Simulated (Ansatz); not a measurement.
# CHClFI: the cost of one run

Computed with Ansatz 0.2.0 through its Python package. Level of theory: B3LYP/def2-SVP.

### 1 The system

Bond lengths: F1–C2 1.355 Å, C2–Cl3 1.751 Å, C2–I4 2.028 Å, C2–H5 1.095 Å. Angles: F1–C2–Cl3 106.5°, F1–C2–I4 112.4°, F1–C2–H5 109.6°, Cl3–C2–I4 107.6°, Cl3–C2–H5 108.3°, I4–C2–H5 112.1°.

The script holds or builds the structure itself.

### 2 The script

Input file spin.py:

```python
'''Gap between spin states of CHClFI at one geometry.'''

from dataclasses import dataclass
import logging
import sys

import ansatz

logging.basicConfig(stream=sys.stdout, format='%(levelname)s:%(name)s:%(message)s')
log = logging.getLogger('ansatz_job')
log.setLevel(logging.INFO)


@dataclass(frozen=True)
class RunConfig:
    basis_set: str = 'def2-SVP'
    xc: str = 'B3LYP'


cfg = RunConfig()

GEOMETRY = '''
F    -0.35670    0.09290    1.36070
C     0.06230    0.12890    0.07260
Cl    1.21180   -1.17830   -0.11370
I    -1.44910   -0.19060   -1.24190
H     0.58160    1.07340   -0.11920
'''

mol = ansatz.Crystal.molecule()
for line in GEOMETRY.strip().splitlines():
    symbol, *xyz = line.split()
    mol = mol.atom(symbol, [float(v) for v in xyz])

base = (
    mol.calculation()
    .basis(gaussian=cfg.basis_set)
    .functional(cfg.xc)
)
found = {}
for unpaired in [0, 2]:
    data = base.spin('collinear', total=unpaired).run().report
    s = unpaired / 2
    found[unpaired] = data['free_energy_ev']
    log.info(f'2S+1 = {unpaired + 1}: E = {found[unpaired]:.5f} eV, <S^2> = {abs(data["mean_field"]["state"]["spin_squared"]):.3f} (pure state {s * (s + 1):.2f})')
lowest = min(found, key=found.get)
for unpaired, e in found.items():
    log.info(f'multiplicity {unpaired + 1}: {23.060548 * (e - found[lowest]):.1f} kcal/mol above the lowest')
```

### 3 The input behind the calls

The package turns the script's settings into the engine's input (first run):

```yaml
crystal:
  periodic: [false, false, false]
  atoms:
    - { symbol: F, position_ang: [-0.3567, 0.0929, 1.3607] }
    - { symbol: C, position_ang: [0.0623, 0.1289, 0.0726] }
    - { symbol: Cl, position_ang: [1.2118, -1.1783, -0.1137] }
    - { symbol: I, position_ang: [-1.4491, -0.1906, -1.2419] }
    - { symbol: H, position_ang: [0.5816, 1.0734, -0.1192] }
basis:
  gaussian:
    orbitals: def2-SVP
hamiltonian:
  xc: b3lyp
magnetization:
  spin_polarized: true
  initial_magnetization: 0.0
```

### 4 Running it

The run is started by

```sh
$ python spin.py
```

Q: Estimate wall time and peak memory on 1 thread of Intel Xeon 6975P-C (Granite Rapids), shared host.

About 8.3 s, with a peak of 0.29 GiB.
